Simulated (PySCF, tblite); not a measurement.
# C₁₂H₂₈SSi₁₃: electronic excitations, NMR shifts

Aim: compute the electronic excitations, NMR shifts of C₁₂H₂₈SSi₁₃.

Computed with tblite 0.8.0 and PySCF 2.14.0 and routines of our own; the level stands in each step. Atoms count from 0.

## (1) The starting structure

54 atoms, charge 0, multiplicity 1; geometry from: force field, distance geometry or constructed start.

## (2) Relaxing the molecule with GFN2-xTB

The job: settings as JSON, then the geometry in Å.

```
{"job": {"kind": "relax", "xc": "GFN2-xTB", "basis": "xTB"}, "charge": 0, "multiplicity": 1}
C     -1.609200     1.612300    -0.376400
C      0.544600    -0.545200    -0.373200
C     -1.607300    -0.550900    -2.534300
C      0.547900     1.616900    -2.541500
Si    -0.531600     0.529400    -3.616300
Si    -0.535700    -1.629300    -1.453000
Si    -2.696800     0.536300    -1.461100
C     -1.608900    -2.706600    -0.363900
C     -3.777200    -0.548800    -0.377200
C     -1.623600    -0.543500     1.795400
C      0.540600     1.619600     1.791700
Si    -0.537700     0.533200     0.712800
Si    -0.564200    -1.660500     2.859200
Si    -2.697400    -1.626300     0.706400
C      0.554100    -2.715700     1.792100
Si    -0.523800    -3.797600     0.707300
C      0.547100     3.781800    -0.375900
Si    -0.535700     2.693500    -1.458800
C      2.708700     1.614100    -0.362900
Si     1.631600     0.533300    -1.447700
C      2.718500    -0.552500     1.793400
Si     3.797300     0.523400     0.700800
Si     1.634800    -1.626800     0.718300
Si     1.657000     0.556500     2.852700
Si     1.626200     2.702200     0.710000
S      0.545000    -0.552000     4.333600
H     -2.232900     2.235900     0.241600
H     -2.230900    -1.168300    -3.152200
H      1.169500     2.230700    -3.155400
H     -1.349800     1.351300    -4.438400
H      0.294900    -0.290700    -4.439600
H      0.287800    -2.449500    -2.268600
H     -3.516400     1.356000    -2.282400
H     -2.229000    -3.328500    -0.981300
H     -4.396500    -1.164700    -0.998800
H     -4.401500     0.074000     0.236100
H     -2.238400     0.073900     2.412100
H     -0.072900     2.240100     2.413600
H     -1.357000    -2.462800     3.717100
H     -3.526800    -2.442300     1.530400
H      1.173800    -3.340400     2.416400
H      0.307800    -4.610400    -0.127400
H     -1.331100    -4.631400     1.511600
H     -0.069200     4.401500     0.237200
H      1.162800     4.399400    -0.993100
H     -1.357800     3.517000    -2.283900
H      3.329600     2.231200    -0.985600
H      2.450500    -0.287100    -2.266500
H      3.339700    -1.173500     2.412800
H      4.606700    -0.301200    -0.129100
H      4.631500     1.328700     1.518300
H      2.455900    -2.448000    -0.115600
H      2.458500     1.357700     3.717300
H      2.442300     3.520400     1.526200
```

Launch:

```sh
$ OMP_NUM_THREADS=2 python large_run.py task.json out
```

This one command runs all jobs of the session in turn.

What it wrote:

```text
step      E/eV     max force
  0   -1787.60620    1.500
  1   -1787.92481    0.826
  2   -1788.17274    0.681
  3   -1788.37832    0.711
  4   -1788.49145    0.486
  5   -1788.54123    0.278
  6   -1788.56400    0.180
  7   -1788.57529    0.180
  8   -1788.58618    0.186
  9   -1788.59831    0.180
 10   -1788.61011    0.200
 11   -1788.62072    0.201
 12   -1788.62898    0.143
 13   -1788.63410    0.103
 14   -1788.63691    0.082
 15   -1788.63888    0.074
 16   -1788.64049    0.061
 17   -1788.64156    0.038
 18   -1788.64223    0.032
 19   -1788.64278    0.036
 20   -1788.64330    0.037
 21   -1788.64368    0.025
 22   -1788.64390    0.023
 23   -1788.64405    0.021
 24   -1788.64421    0.020
 25   -1788.64436    0.021
 26   -1788.64449    0.020
 27   -1788.64458    0.015
```

Wall time 4.4 s (2 threads of Arm Neoverse N1, shared host); peak memory 0.16 GiB.

Relaxation path:

```tsv
step	energy from step 0 (eV)	largest force (eV/Å)
0	0.0000	1.4995
1	-0.3186	0.8257
2	-0.5665	0.6807
3	-0.7721	0.7111
4	-0.8853	0.4857
5	-0.9350	0.2780
6	-0.9578	0.1805
7	-0.9691	0.1798
8	-0.9800	0.1855
9	-0.9921	0.1797
10	-1.0039	0.1996
12	-1.0228	0.1430
13	-1.0279	0.1031
14	-1.0307	0.0816
16	-1.0343	0.0612
17	-1.0354	0.0379
18	-1.0360	0.0324
20	-1.0371	0.0366
21	-1.0375	0.0247
23	-1.0379	0.0205
24	-1.0380	0.0205
25	-1.0382	0.0208
26	-1.0383	0.0205
27	-1.0384	0.0151
```

Distances of close pairs at the start and the end, largest changes first:

```tsv
bond	before (Å)	after (Å)	change (Å)
Si19–H47	1.419	1.489	+0.070
Si24–H53	1.415	1.484	+0.070
Si5–H31	1.420	1.489	+0.069
Si6–H32	1.421	1.486	+0.065
Si15–H42	1.412	1.475	+0.063
Si17–H45	1.426	1.486	+0.059
Si13–H39	1.426	1.484	+0.059
Si22–H51	1.430	1.487	+0.058
```

The end geometry stands in the next job.

## (3) Electronic excitations: TDA PBE0/6-31G*

The job: settings as JSON, then the geometry in Å.

```
{"job": {"kind": "uv", "basis": "6-31G*", "grid": 1, "kgrid": 0, "vcut": 1.5, "nstates": 6, "ntriplets": 2, "tda": true, "delta": ["ip_vertical"], "pop": true, "xc": "PBE0"}, "charge": 0, "multiplicity": 1}
C     -1.640156     1.640312    -0.405148
C      0.560406    -0.559950    -0.377186
C     -1.621689    -0.524979    -2.563688
C      0.525491     1.622830    -2.563369
Si    -0.537866     0.538846    -3.691706
Si    -0.543130    -1.655783    -1.475991
Si    -2.758265     0.555522    -1.489170
C     -1.624596    -2.746116    -0.345215
C     -3.828570    -0.554966    -0.378242
C     -1.643866    -0.588701     1.815381
C      0.588232     1.643937     1.815932
Si    -0.550621     0.550661     0.728564
Si    -0.597440    -1.709041     2.926143
Si    -2.767305    -1.672475     0.730251
C      0.521391    -2.745734     1.801475
Si    -0.538302    -3.876611     0.712845
C      0.554488     3.829230    -0.376809
Si    -0.555321     2.759042    -1.488633
C      2.746001     1.625838    -0.344351
Si     1.656133     0.544255    -1.475544
C      2.745991    -0.520450     1.801943
Si     3.876685     0.539662     0.713570
Si     1.656549    -1.655747     0.725262
Si     1.708463     0.597505     2.926786
Si     1.672031     2.767837     0.731408
S      0.556269    -0.556948     4.339033
H     -2.272031     2.271984     0.218391
H     -2.245610    -1.157851    -3.193812
H      1.158467     2.246927    -3.193263
H     -1.371408     1.372255    -4.580777
H      0.305619    -0.304190    -4.560863
H      0.294255    -2.531013    -2.342373
H     -3.641381     1.395570    -2.338491
H     -2.247575    -3.375199    -0.980111
H     -4.481016    -1.167782    -0.994504
H     -4.481244     0.060787     0.234834
H     -2.271379     0.036005     2.451443
H     -0.036664     2.271207     2.452029
H     -1.409832    -2.531354     3.834401
H     -3.640626    -2.520401     1.579988
H      1.152602    -3.372467     2.431457
H      0.320961    -4.730841    -0.127419
H     -1.365248    -4.767331     1.548895
H     -0.061676     4.481358     0.236458
H      1.167168     4.482315    -0.992530
H     -1.395066     3.642483    -2.337987
H      3.374890     2.249068    -0.979195
H      2.531584    -0.293034    -2.342078
H      3.372719    -1.151623     2.431987
H      4.730858    -0.319313    -0.127070
H      4.767305     1.366533     1.549513
H      2.538662    -2.537401    -0.085283
H      2.530114     1.409890     3.835567
H      2.519891     3.640812     1.581557
```

Method: TDA PBE0/6-31G*, vertical, gas phase, core orbitals frozen in the response, virtual orbitals cut by energy.

What it wrote:

```text
start: PBE on a coarse grid of 48801 points
cycle   1  E = -4632.9756928927  dE =  3.614e+00  |g| = 1.526e+00  |ddm| = 7.479e+00
cycle   2  E = -4631.5775751359  dE =  1.398e+00  |g| = 2.653e+00  |ddm| = 5.472e+00
cycle   3  E = -4633.4700371508  dE = -1.892e+00  |g| = 6.258e-01  |ddm| = 4.550e+00
cycle   4  E = -4633.5862042869  dE = -1.162e-01  |g| = 1.258e-01  |ddm| = 1.224e+00
cycle   5  E = -4633.5895001359  dE = -3.296e-03  |g| = 7.293e-02  |ddm| = 2.926e-01
cycle   6  E = -4633.5910145860  dE = -1.514e-03  |g| = 1.320e-02  |ddm| = 1.172e-01
cycle   7  E = -4633.5910627087  dE = -4.812e-05  |g| = 5.033e-03  |ddm| = 2.839e-02
final grid: 195529 points
cycle   8  E = -4633.6899275638  dE = -1.680e-02  |g| = 3.683e-02  |ddm| = 6.865e-01
cycle   9  E = -4633.6895603695  dE =  3.672e-04  |g| = 5.305e-02  |ddm| = 1.491e-01
cycle  10  E = -4633.6903627553  dE = -8.024e-04  |g| = 7.108e-03  |ddm| = 9.241e-02
cycle  11  E = -4633.6903724724  dE = -9.717e-06  |g| = 4.149e-03  |ddm| = 1.643e-02
cycle  12  E = -4633.6903743454  dE = -1.873e-06  |g| = 7.269e-04  |ddm| = 6.527e-03
cycle  13  E = -4633.6903768844  dE = -2.539e-06  |g| = 2.743e-04  |ddm| = 1.354e-03
cycle  14  E = -4633.6903746920  dE =  2.192e-06  |g| = 5.558e-05  |ddm| = 4.100e-04
converged SCF energy = -4633.6903746920
Vertical ionisation energy (delta-SCF) = 8.0718 eV   <S^2> = 0.755

Static polarisability (au): isotropic 379.942, principal 331.565 402.235 406.026

Singlet excitations
state   eV       nm        f      main configurations
  1   5.3246    232.9   0.00428   H->L 0.97
  2   5.5521    223.3   0.00708   H->L+1 0.97
  3   5.5758    222.4   0.00072   H->L+2 0.97
  4   5.9074    209.9   0.00336   H-2->L 0.95
  5   5.9127    209.7   0.00378   H-1->L 0.95
  6   6.0535    204.8   0.00528   H-1->L+1 0.48, H-2->L+2 0.47

Triplet excitations (Tamm-Dancoff, eV): 5.1556 5.4552
```

Run time: 8.2 min. Hardware: 2 threads of Arm Neoverse N1, shared host; peak memory 1.7 GiB.

The orbitals next to the gap, with their largest atomic shares:

```tsv
orbital	eV	atoms
HOMO−4	-7.70	S25 25 %, C2 5 %, C3 5 %
HOMO−3	-7.65	C16 8 %, C8 8 %, C14 6 %
HOMO−2	-7.37	C9 8 %, C10 8 %, C1 8 %
HOMO−1	-7.35	C0 8 %, C1 7 %, S25 7 %
HOMO	-6.77	S25 63 %, C10 5 %, C9 5 %
LUMO	-0.50	Si12 10 %, Si23 9 %, Si11 9 %
LUMO+1	-0.34	Si22 10 %, Si11 8 %, Si19 8 %
LUMO+2	-0.34	Si22 9 %, Si11 8 %, Si5 8 %
LUMO+3	0.60	Si12 12 %, Si23 12 %, S25 10 %
```

With each of the 6 states as a Gaussian band of 0.4 eV half-width at 1/e, the curve within the window shown has maxima at 215 nm (ε 670) L/(mol cm). Beyond the last state computed it falls off for lack of states. The curve at chosen wavelengths:

```tsv
nm	ε (L/mol/cm)
195	213
198	316
200	389
203	491
206	575
208	616
211	655
214	671
216	670
219	656
222	629
224	604
227	557
230	500
233	436
235	390
238	322
241	258
243	218
246	166
249	122
251	98
254	69
257	47
259	36
262	24
```

Further results of this job:

```tsv
property	computed
dipole moment (D)	2.76
polarisability (Å³)	56.30
HOMO–LUMO gap (eV)	6.27
−ε(HOMO) (eV)	6.77
```

## (4) NMR shifts: GIAO KT3/pcSseg-1

The job, as its differences from that of step 3:

```diff
@@ -1,2 +1,2 @@
-{"job": {"kind": "uv", "basis": "6-31G*", "grid": 1, "kgrid": 0, "vcut": 1.5, "nstates": 6, "ntriplets": 2, "tda": true, "delta": ["ip_vertical"], "pop": true, "xc": "PBE0"}, "charge": 0, "multiplicity": 1}
+{"job": {"kind": "nmr", "xc": "KT3", "basis": "pcSseg-1", "pop": false}, "charge": 0, "multiplicity": 1}
 C     -1.640156     1.640312    -0.405148
```

With the program's defaults for keys left out, this is: GIAO KT3/pcSseg-1 NMR shielding, non-relativistic, gas phase.

What it wrote:

```text
start: PBE on a coarse grid of 48801 points
cycle   1  E = -4632.4572208373  dE =  3.490e+00  |g| = 1.576e+00  |ddm| = 8.214e+00
cycle   2  E = -4631.0725642796  dE =  1.385e+00  |g| = 2.702e+00  |ddm| = 4.853e+00
cycle   3  E = -4632.9493793424  dE = -1.877e+00  |g| = 6.570e-01  |ddm| = 4.341e+00
cycle   4  E = -4633.0722028853  dE = -1.228e-01  |g| = 1.284e-01  |ddm| = 1.496e+00
cycle   5  E = -4633.0754168988  dE = -3.214e-03  |g| = 7.238e-02  |ddm| = 3.222e-01
cycle   6  E = -4633.0768391664  dE = -1.422e-03  |g| = 1.619e-02  |ddm| = 1.286e-01
cycle   7  E = -4633.0768978242  dE = -5.866e-05  |g| = 5.489e-03  |ddm| = 3.277e-02
final grid: 390851 points
cycle   8  E = -4676.7182394743  dE = -1.044e-01  |g| = 4.558e-01  |ddm| = 1.475e+00
cycle   9  E = -4676.7244254635  dE = -6.186e-03  |g| = 2.318e-01  |ddm| = 5.988e-01
cycle  10  E = -4676.7277039194  dE = -3.278e-03  |g| = 7.616e-02  |ddm| = 3.273e-01
cycle  11  E = -4676.7293808601  dE = -1.677e-03  |g| = 1.578e-02  |ddm| = 1.468e-01
cycle  12  E = -4676.7294568469  dE = -7.599e-05  |g| = 3.813e-03  |ddm| = 3.658e-02
cycle  13  E = -4676.7294508192  dE =  6.028e-06  |g| = 1.240e-03  |ddm| = 9.038e-03
cycle  14  E = -4676.7294585364  dE = -7.717e-06  |g| = 4.109e-04  |ddm| = 2.557e-03
cycle  15  E = -4676.7294560007  dE =  2.536e-06  |g| = 1.804e-04  |ddm| = 9.346e-04
cycle  16  E = -4676.7294529523  dE =  3.048e-06  |g| = 3.599e-05  |ddm| = 3.682e-04
converged SCF energy = -4676.7294529523

GIAO shielding tensors (ppm)
atom      isotropic    diamagn.    paramagn.     s11        s22        s33       span
  0 C      171.696     263.111     -91.414    166.668    170.886    177.534     10.866
  1 C      170.821     266.169     -95.348    164.766    173.708    173.989      9.223
  2 C      183.972     263.939     -79.967    173.337    180.655    197.923     24.586
  3 C      183.963     263.943     -79.979    173.321    180.656    197.914     24.593
  4 Si     403.119     883.649    -480.531    376.073    383.907    449.376     73.303
  5 Si     379.773     885.192    -505.419    353.012    388.816    397.491     44.479
  6 Si     381.465     884.072    -502.607    356.421    385.655    402.318     45.897
  7 C      184.089     263.955     -79.866    172.807    181.982    197.478     24.672
  8 C      178.255     257.842     -79.587    172.100    176.209    186.456     14.355
  9 C      168.062     263.058     -94.996    159.492    165.698    178.996     19.503
 10 C      168.064     263.057     -94.992    159.497    165.695    179.001     19.503
 11 Si     367.690     881.764    -514.074    363.275    366.419    373.376     10.101
 12 Si     373.217     882.463    -509.245    321.048    381.987    416.616     95.568
 13 Si     382.105     884.153    -502.048    356.939    386.390    402.986     46.047
 14 C      180.085     264.123     -84.038    167.657    173.262    199.336     31.678
 15 Si     403.467     883.445    -479.977    375.898    385.726    448.779     72.881
 16 C      178.256     257.838     -79.582    172.104    176.205    186.459     14.355
 17 Si     381.455     884.070    -502.615    356.396    385.646    402.324     45.928
 18 C      184.087     263.959     -79.871    172.804    181.975    197.484     24.680
 19 Si     379.759     885.191    -505.431    353.011    388.827    397.440     44.429
 20 C      180.089     264.126     -84.037    167.665    173.257    199.344     31.679
 21 Si     403.475     883.446    -479.971    375.901    385.748    448.775     72.874
 22 Si     380.225     884.658    -504.433    354.470    384.637    401.569     47.098
 23 Si     373.213     882.461    -509.248    320.999    382.019    416.620     95.621
 24 Si     382.110     884.155    -502.045    356.952    386.409    402.969     46.017
 25 S      658.293    1063.164    -404.871    603.192    621.154    750.533    147.341
 26 H       31.678      36.093      -4.414     27.860     29.578     37.597      9.737
 27 H       32.278      32.215       0.064     26.816     29.289     40.730     13.913
 28 H       32.277      32.215       0.062     26.815     29.287     40.728     13.913
 29 H       27.032      29.187      -2.155     23.090     24.305     33.701     10.611
 30 H       26.982      29.467      -2.485     23.609     24.250     33.087      9.478
 31 H       26.437      33.421      -6.984     23.305     24.927     31.079      7.774
 32 H       26.442      30.933      -4.491     22.413     24.275     32.637     10.224
 33 H       32.318      32.058       0.260     26.873     29.335     40.748     13.875
 34 H       31.622      29.992       1.629     27.719     27.918     39.227     11.507
 35 H       31.641      31.531       0.110     27.645     28.415     38.863     11.218
 36 H       31.431      35.404      -3.973     27.746     29.537     37.009      9.263
 37 H       31.431      35.404      -3.973     27.746     29.538     37.010      9.264
 38 H       26.272      30.131      -3.859     21.717     24.559     32.539     10.822
 39 H       26.501      30.719      -4.218     22.485     24.286     32.733     10.248
 40 H       31.909      31.245       0.663     26.551     29.231     39.944     13.393
 41 H       27.046      29.173      -2.127     23.665     24.323     33.149      9.484
 42 H       27.083      28.795      -1.712     23.080     24.337     33.832     10.752
 43 H       31.641      31.531       0.111     27.645     28.417     38.862     11.217
 44 H       31.621      29.989       1.633     27.719     27.916     39.228     11.510
 45 H       26.441      30.930      -4.489     22.412     24.275     32.636     10.225
 46 H       32.319      32.060       0.259     26.874     29.335     40.747     13.874
 47 H       26.435      33.419      -6.984     23.304     24.925     31.077      7.773
 48 H       31.908      31.244       0.664     26.551     29.230     39.944     13.393
 49 H       27.046      29.173      -2.127     23.666     24.324     33.148      9.482
 50 H       27.085      28.797      -1.712     23.081     24.338     33.835     10.754
 51 H       26.384      33.218      -6.834     23.167     24.984     31.001      7.834
 52 H       26.272      30.132      -3.859     21.717     24.560     32.539     10.822
 53 H       26.501      30.720      -4.218     22.486     24.286     32.733     10.247
```

Wall time 2.2 min (2 threads of Arm Neoverse N1, shared host); peak memory 1.4 GiB.

Shifts follow as δ = σ(reference) − σ, with reference shieldings (ppm) from runs at the same level and on the same kind of geometry: 1H TMS 31.76, 13C TMS 184.7, 29Si TMS 361.7. The references are single molecules in the gas phase. Atoms listed in one row are averaged.

```tsv
atoms	environment	σ (ppm)	δ (ppm)
C9, C10	carbon bonded to 3 Si, H	168.1	16.7
C1	carbon bonded to 4 Si	170.8	13.9
C0	carbon bonded to 3 Si, H	171.7	13.0
C8, C16	carbon bonded to 2 Si, 2 H	178.3	6.5
C14, C20	carbon bonded to 3 Si, H	180.1	4.6
C2, C3	carbon bonded to 3 Si, H	184.0	0.8
C7, C18	carbon bonded to 3 Si, H	184.1	0.6
H38, H52	hydrogen on a silicon bonded to 2 C, S	26.27	5.49
H51	hydrogen on a silicon bonded to 3 C	26.38	5.38
H31, H47	hydrogen on a silicon bonded to 3 C	26.44	5.32
H32, H45	hydrogen on a silicon bonded to 3 C	26.44	5.32
H39, H53	hydrogen on a silicon bonded to 3 C	26.50	5.26
H30	hydrogen on a silicon bonded to 2 C	26.98	4.78
H29	hydrogen on a silicon bonded to 2 C	27.03	4.73
H41, H49	hydrogen on a silicon bonded to 2 C	27.05	4.71
H42, H50	hydrogen on a silicon bonded to 2 C	27.08	4.68
H36, H37	hydrogen on a carbon bonded to 3 Si	31.43	0.33
H34, H44	hydrogen on a carbon bonded to 2 Si	31.62	0.14
H35, H43	hydrogen on a carbon bonded to 2 Si	31.64	0.12
H26	hydrogen on a carbon bonded to 3 Si	31.68	0.08
H40, H48	hydrogen on a carbon bonded to 3 Si	31.91	-0.15
H27, H28	hydrogen on a carbon bonded to 3 Si	32.28	-0.52
H33, H46	hydrogen on a carbon bonded to 3 Si	32.32	-0.56
Si11	silicon bonded to 4 C	367.7	-6.0
Si12, Si23	silicon bonded to 2 C, S, H	373.2	-11.5
Si5, Si19	silicon bonded to 3 C, H	379.8	-18.1
Si22	silicon bonded to 3 C, H	380.2	-18.6
Si6, Si17	silicon bonded to 3 C, H	381.5	-19.8
Si13, Si24	silicon bonded to 3 C, H	382.1	-20.4
Si4	silicon bonded to 2 C, 2 H	403.1	-41.4
Si15, Si21	silicon bonded to 2 C, 2 H	403.5	-41.8
S25	sulfur bonded to 2 Si	658	–
```

Ring of atoms C0, C1, C2, Si5, Si6, Si11: NICS(0) -0.7, NICS(1) -0.3, NICS(1)zz -2.2 ppm (means of both faces).

Ring of atoms C0, C2, C3, Si4, Si6, Si17: NICS(0) -1.2, NICS(1) -0.8, NICS(1)zz -0.4 ppm (means of both faces).

Ring of atoms C0, Si6, C8, C9, Si11, Si13: NICS(0) -0.8, NICS(1) -0.8, NICS(1)zz 3.0 ppm (means of both faces).

## (5) Outcome

| quantity | value |
| --- | --- |
| lowest singlet (PBE0/6-31G*) | 5.32 eV (233 nm), f = 0.004 |
| brightest single state of those computed | state 2, 5.55 eV, f = 0.007 |
| lowest triplet | 5.16 eV |
| vertical ionisation energy (ΔSCF) | 8.07 eV |
| 13C shifts against TMS (KT3/pcSseg-1, means over atoms taken as alike) | 16.7, 13.9, 13.0, 6.5, 4.6, 0.8, 0.6 ppm |
| 1H shifts against TMS (KT3/pcSseg-1, means over atoms taken as alike) | 5.49, 5.38, 5.32, 5.32, 5.26, 4.78, 4.73, 4.71, 4.68, 0.33, 0.14, 0.12, 0.08, -0.15 ppm and more |
| 29Si shifts against TMS (KT3/pcSseg-1, means over atoms taken as alike) | -6.0, -11.5, -18.1, -18.6, -19.8, -20.4, -41.4, -41.8 ppm |
| shieldings of S (KT3/pcSseg-1) | S25 658.3 ppm |

What this shows: The first singlet state (HOMO→LUMO 0.97) lies at 5.32 eV and is weak; of the 6 states computed, the strongest absorption comes from states 2 to 3 together at 5.55 eV. The lowest triplet lies 0.17 eV below the lowest singlet. ΔSCF puts the ionisation energy at 8.07 eV, 1.30 eV above −ε(HOMO). At KT3/pcSseg-1: The widest tensor belongs to S25: span 147 ppm, with a paramagnetic part of -405 ppm.
